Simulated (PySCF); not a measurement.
Runs of PySCF 2.14.0 on SiClH3. The cell holds a molecule in a box, 5 atoms: a = 12.000 Å, b = 12.000 Å, c = 12.000 Å, α = 90.00°, β = 90.00°, γ = 90.00°. 

```csv
task,level,frozen core bands,conv_tol,exxdiv,grid for exchange and correlation,three-body dispersion term,gap on the mesh (eV)
excitation energies (Tamm-Dancoff),PBE0,10,1e-08 Ha,ewald,"Becke, atom-centred",-,9.22
atomic charges,N12,-,1e-07 Ha,-,"Becke, atom-centred",-,6.92
MP2 correlation energy,HF,10,1e-08 Ha,ewald,-,-,16.11
atomic charges,BHandHLYP+D3,-,1e-07 Ha,ewald,"Becke, atom-centred",no,(a)
atomic charges,SCAN+D4,-,1e-07 Ha,-,"Becke, atom-centred",yes,(b)
CCSD(T) correlation energy,HF,10,1e-08 Ha,ewald,-,-,16.11
atomic charges,r2SCAN50+D3(BJ),-,1e-07 Ha,ewald,"Becke, atom-centred",no,11.71
```

Alike in all rows: potentials or basis def2-svp (all-electron); no spin polarisation; cell as given; k mesh 1 × 1 × 1; smearing fixed.

Task: Estimate the missing entries.

Result: (a) 11.53; (b) 7.57.

Caveats: this is a molecule in a periodic box at the Γ point, so its band gap is the HOMO-LUMO gap; the basis of atomic orbitals isn't converged, which shifts pressures, moduli and gaps; the basis is small and the box finite, so much correlation energy is missing and levels can be off by tenths of an eV (some runs); the iterative solver can pass over a root and still report convergence (some runs).

Runs at the PBE level aren't shown here.
